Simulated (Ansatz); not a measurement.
# BH5O3Si: the cost of one run

Program: the Python package of Ansatz 0.2.0. Level of theory: Hartree-Fock/def2-SVPD. These are calculated values, not measurements.

## (1) The structure

Bond lengths: O1–B2 1.411 Å, B2–O3 1.438 Å, B2–O4 1.441 Å, O4–Si5 1.716 Å, O1–H6 1.062 Å, O3–H7 1.005 Å, Si5–H8 1.453 Å, Si5–H9 1.516 Å, Si5–H10 1.481 Å. Angles: O1–B2–O3 118.4°, O1–B2–O4 123.4°, O3–B2–O4 117.9°, B2–O1–H6 104.9°, B2–O3–H7 107.7°, B2–O4–Si5 106.3°, O4–Si5–H8 113.2°, O4–Si5–H9 111.1°, O4–Si5–H10 109.0°, H8–Si5–H9 108.9°, H8–Si5–H10 108.6°, H9–Si5–H10 105.7°.

The script holds or builds the structure itself.

## (2) The script

ip_bh5o3si.py reads:

```python
# -*- coding: utf-8 -*-
import logging
import sys

import ansatz as az

logging.basicConfig(stream=sys.stdout, format="[%(levelname)s] %(message)s")
log = logging.getLogger("run")
log.setLevel(logging.INFO)


def energy(molecule, charge=0, unpaired=0):
    calc = molecule.calculation().basis(gaussian="def2-SVPD").functional("hf")
    if charge:
        calc = calc.charge(charge)
    if unpaired:
        calc = calc.spin("collinear", total=unpaired)
    return calc.run(threads=1).report["free_energy_ev"]

GEOMETRY = """
O    -0.72330   -0.48130   -1.93310
B     0.27810   -0.62330   -0.94970
O     1.63350   -0.29600   -1.30250
O     0.04250   -1.22010    0.34090
Si   -0.39070    0.06470    1.39290
H    -1.10940    0.49740   -1.78940
H     1.80730    0.64830   -1.00620
H    -1.51380    0.84750    0.90700
H    -0.71530   -0.45230    2.78010
H     0.77420    0.96410    1.56290
"""

system = az.Crystal.molecule()
for line in GEOMETRY.strip().splitlines():
    symbol, *xyz = line.split()
    system = system.atom(symbol, [float(v) for v in xyz])

parent = energy(system, 0, 0)
cation = energy(system, 1, 1)
log.info(f"E(N)   = {parent:.5f} eV")
log.info(f"E(N-1) = {cation:.5f} eV  (1 unpaired)")
log.info(f"vertical ionisation energy {cation - parent:.3f} eV")
anion = energy(system, -1, 1)
log.info(f"E(N+1) = {anion:.5f} eV  (1 unpaired)")
log.info(f"vertical electron affinity {parent - anion:.3f} eV" + ("" if anion < parent else " (unbound in this basis)"))
log.info(f"fundamental gap IP - EA = {cation + anion - 2 * parent:.3f} eV")
```

## (3) The input behind the calls

The engine receives this input (first run):

```yaml
crystal:
  periodic: [false, false, false]
  atoms:
    - { symbol: O, position_ang: [-0.7233, -0.4813, -1.9331] }
    - { symbol: B, position_ang: [0.2781, -0.6233, -0.9497] }
    - { symbol: O, position_ang: [1.6335, -0.296, -1.3025] }
    - { symbol: O, position_ang: [0.0425, -1.2201, 0.3409] }
    - { symbol: Si, position_ang: [-0.3907, 0.0647, 1.3929] }
    - { symbol: H, position_ang: [-1.1094, 0.4974, -1.7894] }
    - { symbol: H, position_ang: [1.8073, 0.6483, -1.0062] }
    - { symbol: H, position_ang: [-1.5138, 0.8475, 0.907] }
    - { symbol: H, position_ang: [-0.7153, -0.4523, 2.7801] }
    - { symbol: H, position_ang: [0.7742, 0.9641, 1.5629] }
basis:
  gaussian:
    orbitals: def2-SVPD
hamiltonian:
  xc: hf
```

## (4) Running it

Launch:

```
python ip_bh5o3si.py
```

Q: Estimate wall time and peak memory on 1 thread of Arm Neoverse V2, shared host.

About 41 s, with a peak of 0.62 GiB.
